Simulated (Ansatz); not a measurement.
# BBrFH₃Si: one species, many methods

An exercise on one series of results from a longer session: the logs are not shown, and one member is left open.

Computed with Ansatz 0.2.0, Gaussian basis. Level: functionals in def2-TZVPP, the program's frozen cores in correlated methods.

Levels to be run: LDA (SPW92), PBE-D4, revPBE-D4, BLYP-D4, r2SCAN-D4, B97M-V, PBE0-D4, B3LYP-D4, r2SCANh-D4, r2SCAN0-D4, HSE06-D4, BHLYP-D4, CAM-B3LYP-D4, LC-ωPBE, ωB97X-V, ωB97M-V, B2PLYP, PBE-QIDH; CCSD(T)/def2-SVP; CCSD(T)/def2-TZVPP; MP2/def2-QZVPP; extrapolation to the limit; RPA on PBE.

**The geometry**

An earlier PBE0-D4 in a triple-zeta def2 set relaxation fixed the geometry.

SMILES `FB([SiH3])Br`, 7 atoms, charge 0, spin multiplicity 1.

Atoms are counted from 1 here; the program's logs count them from 0.

Bond lengths: F1–B2 1.313 Å, B2–Si3 2.027 Å, B2–Br4 1.923 Å, Si3–H5 1.487 Å, Si3–H6 1.486 Å, Si3–H7 1.487 Å. Angles: F1–B2–Si3 123.6°, F1–B2–Br4 116.8°, Si3–B2–Br4 119.5°, B2–Si3–H5 108.5°, B2–Si3–H6 111.9°, B2–Si3–H7 108.5°, H5–Si3–H6 109.6°, H5–Si3–H7 108.7°, H6–Si3–H7 109.6°.

Geometry (Å):

```xyz
7
charge 0, multiplicity 1
F    -1.49401   -1.15652    1.13146
B    -0.77964   -0.82392    0.08122
Si    0.59741    0.66339    0.08486
Br   -1.08722   -1.82739   -1.52978
H     0.21052    1.66750   -0.94093
H     0.69767    1.32228    1.41315
H     1.91658    0.08675   -0.28569
```

The first run:

Input file in.yaml:

```yaml
crystal:
  periodic: [false, false, false]
  atoms:
    - {symbol: F, position_ang: [-1.494012, -1.156519, 1.131463]}
    - {symbol: B, position_ang: [-0.779644, -0.823922, 0.081220]}
    - {symbol: Si, position_ang: [0.597407, 0.663392, 0.084863]}
    - {symbol: Br, position_ang: [-1.087219, -1.827385, -1.529782]}
    - {symbol: H, position_ang: [0.210518, 1.667499, -0.940925]}
    - {symbol: H, position_ang: [0.697666, 1.322285, 1.413151]}
    - {symbol: H, position_ang: [1.916584, 0.086750, -0.285692]}
basis:
  gaussian: {orbitals: def2-TZVPP}
hamiltonian: {xc: lda}
output: {orbitals: {seedname: orbitals}}
```

Run with:

```
$ ansatz run in.yaml --threads 2 --pin off --events-out ev --progress --plain --max-ram 4352MiB
```

Among the steps run: LDA; PBE-D4 (GGA); revPBE-D4 (GGA); BLYP-D4 (GGA); r2SCAN-D4 (meta-GGA); B97M-V (meta-GGA); B3LYP-D4 (hybrid); r2SCANh-D4 (hybrid); r2SCAN0-D4 (hybrid); HSE06-D4 (hybrid); BHLYP-D4 (hybrid); CAM-B3LYP-D4 (range-separated); LC-ωPBE (range-separated); ωB97X-V (range-separated); ωB97M-V (range-separated); B2PLYP (double hybrid); PBE-QIDH (double hybrid).

One table of the session follows, with a row left open; its other results are not shown here.

It belongs to the step «Orbital energies across the functionals». 

| functional | HOMO (eV) | LUMO (eV) | gap (eV) |
| --- | --- | --- | --- |
| LDA (SPW92) | -7.28 | -2.99 | 4.29 |
| PBE-D4 | -7.14 | -2.75 | 4.39 |
| revPBE-D4 | -7.09 | -2.65 | 4.43 |
| BLYP-D4 | -6.99 | -2.57 | 4.42 |
| r2SCAN-D4 | -7.44 | -2.52 | 4.91 |
| B97M-V | -7.54 | -2.58 | 4.96 |
| PBE0-D4 | ? | ? | ? |
| B3LYP-D4 | -8.15 | -2.02 | 6.14 |
| r2SCANh-D4 | -7.89 | -2.20 | 5.70 |
| r2SCAN0-D4 | -8.58 | -1.71 | 6.87 |
| HSE06-D4 | -7.99 | -2.23 | 5.76 |
| BHLYP-D4 | -9.51 | -0.79 | 8.72 |
| CAM-B3LYP-D4 | -9.70 | -0.68 | 9.02 |
| LC-ωPBE | -11.04 | 0.45 | 11.48 |
| ωB97X-V | -10.69 | 0.38 | 11.07 |
| ωB97M-V | -10.51 | 0.19 | 10.71 |

Estimate the missing values for PBE0-D4.

The run gave: HOMO (eV): -8.38; LUMO (eV): -1.84; gap (eV): 6.54. In the column «HOMO (eV)» it lies between r2SCAN0-D4 (-8.58) and B3LYP-D4 (-8.15).
